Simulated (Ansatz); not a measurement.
# B3H3O3 (SMILES B1OBOBO1) at MP2/6-31G(d) (spherical functions)

What is the vertical ionisation energy of B3H3O3 at MP2/6-31G* (spherical functions)? 

Program for the calculation: Ansatz 0.2.0.

53 further runs of the same task are left out: 3 that didn't finish, 50 set aside as unsound or not needed.

## (1) The molecule

The species is B3H3O3 (9 atoms), meant as a singlet with charge 0. As SMILES, `B1OBOBO1`. The shape is that of a PBE0-D4/def2-TZVP optimisation. This is one conformer, not always the lowest.

Bond lengths: B1–O2 1.372 Å, O2–B3 1.372 Å, B3–O4 1.372 Å, O4–B5 1.372 Å, B1–O6 1.372 Å, B5–O6 1.372 Å, B1–H7 1.190 Å, B3–H8 1.190 Å, B5–H9 1.190 Å. Some angles: B1–O2–B3 120.3°, O2–B1–O6 119.7°, O2–B3–O4 119.7°, B3–O4–B5 120.3°, O4–B5–O6 119.7°, B1–O6–B5 120.3°, O2–B1–H7 120.2°, O6–B1–H7 120.2°, O2–B3–H8 120.2°, O4–B3–H8 120.2°.

## (2) The energy at MP2/6-31G(d) (spherical functions)

in.yaml reads:

```yaml
crystal:
  periodic: [false, false, false]
  atoms:
    - {symbol: B, position_ang: [1.301600, 0.115800, -0.424700]}
    - {symbol: O, position_ang: [0.612800, -1.053500, -0.624800]}
    - {symbol: B, position_ang: [-0.686900, -1.172700, -0.202300]}
    - {symbol: O, position_ang: [-1.297400, -0.115400, 0.423200]}
    - {symbol: B, position_ang: [-0.614800, 1.056900, 0.626900]}
    - {symbol: O, position_ang: [0.684600, 1.168900, 0.201600]}
    - {symbol: H, position_ang: [2.429300, 0.216200, -0.792600]}
    - {symbol: H, position_ang: [-1.281900, -2.188700, -0.377500]}
    - {symbol: H, position_ang: [-1.147300, 1.972500, 1.170100]}
basis:
  gaussian:
    orbitals: 6-31G_st_-spherical.json
correlation:
  method: mp2
  frozen_orbitals: {B: 1, H: 0, O: 1}
total_charge: 0
accuracy: high
```

The basis set 6-31G* is read from a file made from the Basis Set Exchange's data (not shown).

Command:

```
$ ansatz run in.yaml --threads 1 --pin off --max-ram 3480MiB --events-out events.jsonl --progress --plain --runs-dir runs
```

The program printed:

```text
Warning: RAYON_NUM_THREADS=1 ignored (pool sized by the plan → 1); use --threads N
Functional definition: HF
  name "HF"
  exchange = exact_x
  correlation = 0
2137 factors; integrals over basis functions are off by at most 2.8e-9 eV
mean field evaluation 1: about -8177.9660 eV, gradient 4.6e1 eV
mean field evaluation 2: about -8178.0485 eV, gradient 4.6e1 eV
mean field evaluation 4: about -8182.3493 eV, gradient 3.4e0 eV
mean field evaluation 8: about -8182.3975 eV, gradient 1.1e-1 eV
mean field -8182.39755732 eV, -300.6975640033 hartree, gradient 3.6e-8 eV, S^2 0.000000; 0 other end points of the search recorded, 0 dependent functions left out
6 core orbitals not correlated: weight in the atoms' cores, before any rotation towards them, 1.000 or more for the frozen orbitals, at most 0.000 for the correlated occupied ones
reference -8182.39755732 eV, -300.6975640033 hartree; 15, 15 occupied and 69, 69 virtual orbitals, 2137 factors
second order -19.82274258 eV of doubles, -0.00000000 eV of singles
Total energy: -8202.22029990 eV, -301.4260363568 hartree
```

Wall time 3.6 s (1 thread of Arm Neoverse V1, shared host); peak memory 0.26 GiB.

## (3) The doublet cation, same level

input.yaml reads:

```yaml
crystal:
  periodic: [false, false, false]
  atoms:
    - {symbol: B, position_ang: [1.301600, 0.115800, -0.424700]}
    - {symbol: O, position_ang: [0.612800, -1.053500, -0.624800]}
    - {symbol: B, position_ang: [-0.686900, -1.172700, -0.202300]}
    - {symbol: O, position_ang: [-1.297400, -0.115400, 0.423200]}
    - {symbol: B, position_ang: [-0.614800, 1.056900, 0.626900]}
    - {symbol: O, position_ang: [0.684600, 1.168900, 0.201600]}
    - {symbol: H, position_ang: [2.429300, 0.216200, -0.792600]}
    - {symbol: H, position_ang: [-1.281900, -2.188700, -0.377500]}
    - {symbol: H, position_ang: [-1.147300, 1.972500, 1.170100]}
basis:
  gaussian:
    orbitals: 6-31G_st_-spherical.json
total_charge: 1
magnetization:
  spin_polarized: true
  initial_magnetization: 1
correlation:
  method: mp2
  frozen_orbitals: {B: 1, H: 0, O: 1}
accuracy: high
```

The basis set 6-31G* is read from a file made from the Basis Set Exchange's data (not shown).

Command:

```
$ ansatz run input.yaml --threads 1 --pin off --max-ram 3480MiB --events-out events.jsonl --progress --plain --runs-dir runs
```

The program printed, shortened:

```text
Warning: RAYON_NUM_THREADS=1 ignored (pool sized by the plan → 1); use --threads N
[... 2 set-up lines as earlier in the session ...]
[...]
2135 factors; integrals over basis functions are off by at most 3.1e-9 eV
[...]
mean field -8170.45787136 eV, -300.2587886371 hartree, gradient 2.7e-8 eV, S^2 0.762913; 9 other end points of the search recorded, 0 dependent functions left out
6 core orbitals not correlated: weight in the atoms' cores, before any rotation towards them, 1.000 or more for the frozen orbitals, at most 0.000 for the correlated occupied ones
reference -8170.45787136 eV, -300.2587886371 hartree; 15, 14 occupied and 69, 70 virtual orbitals, 2135 factors
second order -18.85548828 eV of doubles, -0.00000000 eV of singles
Total energy: -8189.31335964 eV, -300.9517150508 hartree
```

It took 42 s on 1 thread of Arm Neoverse V1, shared host; peak memory 0.45 GiB.

## (4) Outcome

At MP2/6-31G* (spherical functions), 6 core orbitals frozen:

```
                                                   quantity          value
                               singlet B3H3O3: total energy  -301.42604 Eh
singlet B3H3O3: correlation energy (6 core orbitals frozen)     -728.5 mEh
                               doublet cation: total energy  -300.95172 Eh
doublet cation: correlation energy (6 core orbitals frozen)     -692.9 mEh
          doublet cation: ⟨S²⟩ of the reference determinant          0.763
         vertical ionisation energy (to the doublet cation)      12.907 eV
```

What this shows: Removing an electron at fixed nuclei costs 12.91 eV (1245 kJ/mol).
